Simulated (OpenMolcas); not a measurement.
**CHF3O3S (triflic acid): levels of theory compared**

We compute a comparison of 6 runs (HF/STO-3G, M06-2X/6-31G*, PBE0/6-31G*, SVWN5/6-31G*, r2SCAN/6-31G*, B3LYP/6-31G*) of CHF3O3S (triflic acid). 

The results are computed with OpenMolcas 26.06.

## (1) The structure to begin with

CHF3O3S: 9 atoms, total charge 0, spin state singlet. As SMILES, `O=S(=O)(O)C(F)(F)F`. The S2–C5 distance was set to 2.403 Å, away from the relaxed value.

Bond lengths: O1–S2 1.422 Å, S2–O3 1.414 Å, S2–O4 1.577 Å, C5–F6 1.327 Å, C5–F7 1.320 Å, C5–F8 1.319 Å, O4–H9 0.968 Å. Angles: O1–S2–O3 123.8°, O1–S2–O4 109.3°, O3–S2–O4 107.4°, F6–C5–F7 109.4°, F6–C5–F8 109.2°, F7–C5–F8 109.7°, S2–O4–H9 109.3°.

## (2) The energy at HF/STO-3G (run 1)

struct.xyz reads:

```xyz
9

O      1.551503    -1.054580     1.261625
S      0.387113    -1.251650     0.470255
O      0.233093    -2.310360    -0.454085
O     -0.884127    -1.250660     1.404005
C      0.003130     0.796730    -0.725230
F     -0.076560     1.801740     0.138180
F      1.014380     1.004120    -1.547510
F     -1.120920     0.723830    -1.412290
H     -0.664557    -0.822710     2.244475
```

mol.input reads:

```
&GATEWAY
  BASLIB = $CurrDir
  COORD = struct.xyz
  BASIS = STO-3G
  GROUP = NoSym

&SEWARD

&SCF
  THRESHOLDS = 1e-10 1e-07 1e-07 1e-05
  PRORBITALS = 0
```

The basis set STO-3G is read from a file made from the Basis Set Exchange's data (not shown).

Command:

```bash
$ export MOLCAS_MEM=1860
$ pymolcas mol.input > mol.log
```

Log:

```text
--- Start Module: gateway ---
[...]
--- Stop Module: gateway /rc=_RC_ALL_IS_WELL_ ---
--- Start Module: seward ---
[...]
      Basis functions           45
--- Stop Module: seward /rc=_RC_ALL_IS_WELL_ ---
[...]
--- Start Module: scf ---
[...]
       Convergence after  16 Iterations
[...]
::    Total SCF energy                               -946.3283245679
[...]
      Total spin, S                                     0.0000000000
[...]
      Total electronic charge=   74.000000
      Total            charge=   -0.000000
[...]
      Dipole Moment (debye):
      Origin of the operator (angstrom)=    0.1512   -0.2538   -0.0643
                   X= -9.7368E-01               Y=  1.3772E+00               Z=  1.6670E+00           Total=  2.3715E+00
      Quadrupole Moment (debye*angstrom):
[...]
--- Stop Module: scf /rc=_RC_ALL_IS_WELL_ ---
[...]
```

It took 3.3 s on 1 thread of Intel Xeon Platinum 8259CL at 2.50GHz (Skylake/Cascade Lake), shared host; peak memory 0.38 GiB.

## (3) A single-point energy at M06-2X/6-31G(d) (spherical functions) (run 2)

mol.inp reads:

```
&GATEWAY
  BASLIB=$CurrDir
  COORD
  9
  bohr
  O      2.93191575    -1.99286738     2.38412572
  S      0.73153755    -2.36527570     0.88865316
  O      0.44048193    -4.36594765    -0.85809629
  O     -1.67075789    -2.36340488     2.65318493
  C      0.00591484     1.50560150    -1.37048608
  F     -0.14467743     3.40479515     0.26112236
  F      1.91690039     1.89751180    -2.92437008
  F     -2.11823181     1.36784046    -2.66884131
  H     -1.25583072    -1.55469658     4.24144304
  BASIS=6-31Gs
  GROUP=NoSym

&SEWARD
  GRIDINPUT
  Grid=UltraFine
  End of Grid

&SCF
  KSDFT=M062X
  THRESHOLDS=1e-10 1e-07 1e-07 1e-05
  PRORBITALS=1 2
```

The basis set 6-31G* is read from a file made from the Basis Set Exchange's data (not shown).

Command:

```bash
$ export MOLCAS_MEM=1860
$ pymolcas mol.inp > mol.log
```

Log:

```text
--- Start Module: gateway ---
[...]
--- Stop Module: gateway /rc=_RC_ALL_IS_WELL_ ---
--- Start Module: seward ---
[...]
      Basis functions          118
--- Stop Module: seward /rc=_RC_ALL_IS_WELL_ ---
[...]
--- Start Module: scf ---
[...]
       Convergence after  18 Iterations
[...]
::    Total KS-DFT energy                            -961.7094280956
[...]
      Total spin, S                                     0.0000000000
[...]
      Total electronic charge=   74.000000
      Total            charge=   -0.000000
[...]
      Dipole Moment (debye):
      Origin of the operator (angstrom)=    0.1512   -0.2538   -0.0643
                   X= -1.2736E+00               Y=  1.8101E+00               Z=  1.9124E+00           Total=  2.9250E+00
      Quadrupole Moment (debye*angstrom):
[...]
--- Stop Module: scf /rc=_RC_ALL_IS_WELL_ ---
[...]
```

It took 89 s on 1 thread of Intel Xeon Platinum 8259CL at 2.50GHz (Skylake/Cascade Lake), shared host; peak memory 0.74 GiB.

Runs 3 to 4 aren't shown in full; the table further down has their settings and results.

## (4) A single-point energy at r2SCAN/6-31G(d) (spherical functions) (run 5)

calc.inp reads:

```
* CHF3O3S Kohn-Sham DFT
>>> EXPORT MOLCAS_PRINT=2

&GATEWAY
  BasLib=$CurrDir
  Coord
  9
  angstrom
  O        1.551503      -1.054580       1.261625
  S        0.387113      -1.251650       0.470255
  O        0.233093      -2.310360      -0.454085
  O       -0.884127      -1.250660       1.404005
  C        0.003130       0.796730      -0.725230
  F       -0.076560       1.801740       0.138180
  F        1.014380       1.004120      -1.547510
  F       -1.120920       0.723830      -1.412290
  H       -0.664557      -0.822710       2.244475
  Basis=6-31Gs
  Group=NoSym

&SEWARD
  GridInput
  Grid=UltraFine
  End of Grid

&SCF
  KSDFT=2
  1.0 MGGA_X_R2SCAN
  1.0 MGGA_C_R2SCAN
  Thresholds=1e-10 1e-07 1e-07 1e-05
  PrOrbitals=1 2
```

The basis set 6-31G* is read from a file made from the Basis Set Exchange's data (not shown).

Command:

```bash
$ export MOLCAS_MEM=1860
$ pymolcas calc.inp > calc.log
```

Log:

```text
--- Start Module: gateway ---
[...]
--- Stop Module: gateway /rc=_RC_ALL_IS_WELL_ ---
--- Start Module: seward ---
[...]
      Basis functions          118
--- Stop Module: seward /rc=_RC_ALL_IS_WELL_ ---
[...]
--- Start Module: scf ---
[...]
       Convergence after  21 Iterations
[...]
::    Total KS-DFT energy                            -961.6818732244
[...]
      Total spin, S                                     0.0000000000
[...]
      Total electronic charge=   74.000000
      Total            charge=   -0.000000
[...]
      Dipole Moment (debye):
      Origin of the operator (angstrom)=    0.1512   -0.2538   -0.0643
                   X= -1.2593E+00               Y=  1.8010E+00               Z=  1.8570E+00           Total=  2.8771E+00
      Quadrupole Moment (debye*angstrom):
[...]
--- Stop Module: scf /rc=_RC_ALL_IS_WELL_ ---
[...]
```

Run time: 98 s. Hardware: 1 thread of Intel Xeon Platinum 8259CL at 2.50GHz (Skylake/Cascade Lake), shared host; peak memory 0.74 GiB.

## (5) The energy at B3LYP/6-31G(d) (Cartesian functions) (run 6)

mol.input reads:

```
&GATEWAY
BasLib = $CurrDir
Coord
9
angstrom
O        1.551503      -1.054580       1.261625
S        0.387113      -1.251650       0.470255
O        0.233093      -2.310360      -0.454085
O       -0.884127      -1.250660       1.404005
C        0.003130       0.796730      -0.725230
F       -0.076560       1.801740       0.138180
F        1.014380       1.004120      -1.547510
F       -1.120920       0.723830      -1.412290
H       -0.664557      -0.822710       2.244475
Basis = 6-31Gs
Group = NoSym
&SEWARD
GridInput
Grid=UltraFine
End of Grid
&SCF
KSDFT = B3LYP
Thresholds = 1e-10 1e-07 1e-07 1e-05
PrOrbitals = 1 1
```

The basis set 6-31G* is read from a file made from the Basis Set Exchange's data (not shown).

Command:

```bash
$ export MOLCAS_MEM=1860
$ pymolcas mol.input > mol.log
```

Log:

```text
--- Start Module: gateway ---
[...]
--- Stop Module: gateway /rc=_RC_ALL_IS_WELL_ ---
--- Start Module: seward ---
[...]
      Basis functions          126
--- Stop Module: seward /rc=_RC_ALL_IS_WELL_ ---
[...]
--- Start Module: scf ---
[...]
       Convergence after  16 Iterations
[...]
::    Total KS-DFT energy                            -961.9521457934
[...]
      Total spin, S                                     0.0000000000
[...]
      Total electronic charge=   74.000000
      Total            charge=   -0.000000
[...]
      Dipole Moment (debye):
      Origin of the operator (angstrom)=    0.1512   -0.2538   -0.0643
                   X= -1.2656E+00               Y=  1.8149E+00               Z=  1.8314E+00           Total=  2.8722E+00
      Quadrupole Moment (debye*angstrom):
[...]
--- Stop Module: scf /rc=_RC_ALL_IS_WELL_ ---
[...]
```

Wall time 68 s (1 thread of Intel Xeon Platinum 8259CL at 2.50GHz (Skylake/Cascade Lake), shared host); peak memory 0.85 GiB.

## (6) Overview of the runs

```tsv
run	level	integration grid	Cartesian functions	energy (Eh)	dipole moment (D)	HOMO energy (eV)	LUMO energy (eV)	wall time
1	HF/STO-3G	–	no	-946.328325	2.37	-6.47	3.65	3.3 s
2	M06-2X/6-31G* (spherical functions)	UltraFine	no	-961.709428	2.93	-9.66	-1.56	89 s
3	PBE0/6-31G* (spherical functions)	UltraFine	no	-961.250352	2.90	-8.39	-2.35	63 s
4	SVWN5/6-31G* (spherical functions)	UltraFine	no	-956.786534	2.88	-7.12	-3.20	55 s
5	r2SCAN/6-31G* (spherical functions)	UltraFine	no	-961.681873	2.88	-7.34	-3.06	98 s
6	B3LYP/6-31G* (Cartesian functions)	UltraFine	yes	-961.952146	2.87	-8.14	-2.61	68 s
```

## (7) What came out

| quantity | value |
| --- | --- |
| run 6: total energy | -961.95215 Eh |
| run 6: dipole moment | 2.87 D |
| run 6: HOMO energy | -8.14 eV |
| run 6: LUMO energy | -2.61 eV |
| run 6: HOMO–LUMO gap | 5.53 eV |

The dipole moment (its size) runs from 2.37 D (HF/STO-3G) to 2.93 D (M06-2X/6-31G*). The two ends differ in method and basis. The HOMO–LUMO gap runs from 3.92 eV (SVWN5/6-31G*) to 10.12 eV (HF/STO-3G). Totals of different functionals can't be ranked against each other. In run 1 the basis is minimal, so the values are rough. All runs together took 6.3 min, the longest 98 s.
